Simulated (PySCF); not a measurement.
**[LaCl2]+: structure of the singlet**

Aim: relax [LaCl2]+ as a singlet from a bent start, check by its vibrations whether the end is a minimum, and collect its spectrum and constants.

The runs use PySCF 2.14.0; PBE0, basis La def2-TZVP with ECP46, Cl def2-TZVP, scalar-relativistic core potentials, no spin–orbit coupling, density fitting.

### 1 The system as given

3 atoms, charge 1, spin multiplicity 1.

Bond lengths: La1–Cl2 2.734 Å, La1–Cl3 2.734 Å. Angles: Cl2–La1–Cl3 110.0°.

```xyz
3
charge 1 multiplicity 1
La    0.0000    0.0000   -0.5252
Cl    2.2397    0.0000    1.0431
Cl   -2.2397    0.0000    1.0431
```

### 2 Bent start, singlet: relaxation

One driver script runs all steps and calls PySCF; scf.py shows how it sets up the SCF of each step. The optimiser is the driver's own. Before each start the driver seeks the lowest SCF state from one or more starting densities and follows internal instabilities, so scf.py alone need not reach the same state.

The program finds C2v symmetry in the start, which this walk keeps. The walk stops when the largest gradient is under 0.0003 Eh/bohr and the energy has settled too.

Contents of scf.py:

```python
from pyscf import gto, scf, dft
mol = gto.M(atom='''
La     0.000000     0.000000    -0.525192
Cl     2.239700    -0.000000     1.043108
Cl    -2.239700     0.000000     1.043108''',
    basis={'La': 'def2-TZVP', 'Cl': 'def2-TZVP'},
    ecp={'La': 'def2-TZVP'},
    charge=1, spin=0)
mf = dft.RKS(mol, xc='PBE0')
mf.grids.atom_grid = (50, 194)
aux = {'La': 'def2-universal-JKFIT', 'Cl': 'def2-universal-JKFIT'}
mf = mf.density_fit(auxbasis=aux)
mf.kernel()
```

The runs that follow: Is it a minimum? Harmonic modes.

Q: Predict the outcome of this session. Wanted: minimum; geometry; wavenumbers; dipole moment; highest occupied, lowest empty level; polar-tensor charge of La1; zero-point energy.

The runs gave:

| quantity | value |
| --- | --- |
| minimum | singlet, C2v |
| geometry | La–Cl 2.496 Å (×2); Cl–La–Cl 108.2° |
| wavenumbers (cm⁻¹) | 82 (a1), 384 (b2), 386 (a1) |
| dipole moment (centre of mass) | 7.08 D |
| highest occupied, lowest empty level | -13.41, -7.48 eV |
| polar-tensor charge of La1 | +2.22 e |
| zero-point energy | 5.1 kJ/mol |
| entropy at 298.15 K | 310.3 J/(mol K) |

In words: The bent start keeps its C2v symmetry and ends in a minimum. In the infrared the band at 384 cm⁻¹ (b2, stretch) leads. Other starts or spin states, not run here, may lie lower. Modes under about 90 cm⁻¹ are uncertain by tens of cm⁻¹. Whether spin polarisation would lower the closed shell was not checked. Spin–orbit coupling is left out.
